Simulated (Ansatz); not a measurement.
The system is IrPt3.

```xyz
4
Lattice="3.9513 0.0000 0.0000 0.0000 3.9513 0.0000 0.0000 0.0000 3.9513" Properties=species:S:1:pos:R:3 pbc="T T T"
Pt    1.9756    1.9756    0.0000
Pt    1.9756    0.0000    1.9756
Pt    0.0000    1.9756    1.9756
Ir    0.0000    0.0000    0.0000
```

The cell comes from a database or a generator and needn't be the stable form of this composition.

Base run:

| Item | Value |
| --- | --- |
| Program | Ansatz 0.2.0 |
| Functional | LDA |
| Potentials or basis | all-electron LAPW, scalar-relativistic |
| Cutoff | 246 eV |
| Density cutoff | 985 eV |
| Basis error allowed | 0.002 eV/atom |
| k mesh | 7 × 7 × 7 |
| Occupations | fermi-dirac, width 0.05 eV |
| Spin | no spin polarisation |

Its results: pressure -16.7 GPa.

Question: The run is repeated on the same cell with these changes: functional from LDA to PBEsol. What comes out?

Answer: Pressure -11.6 GPa.

PBEsol binds less tightly than LDA, so the same cell stands under more pressure.

Not every run made on this cell is shown here.
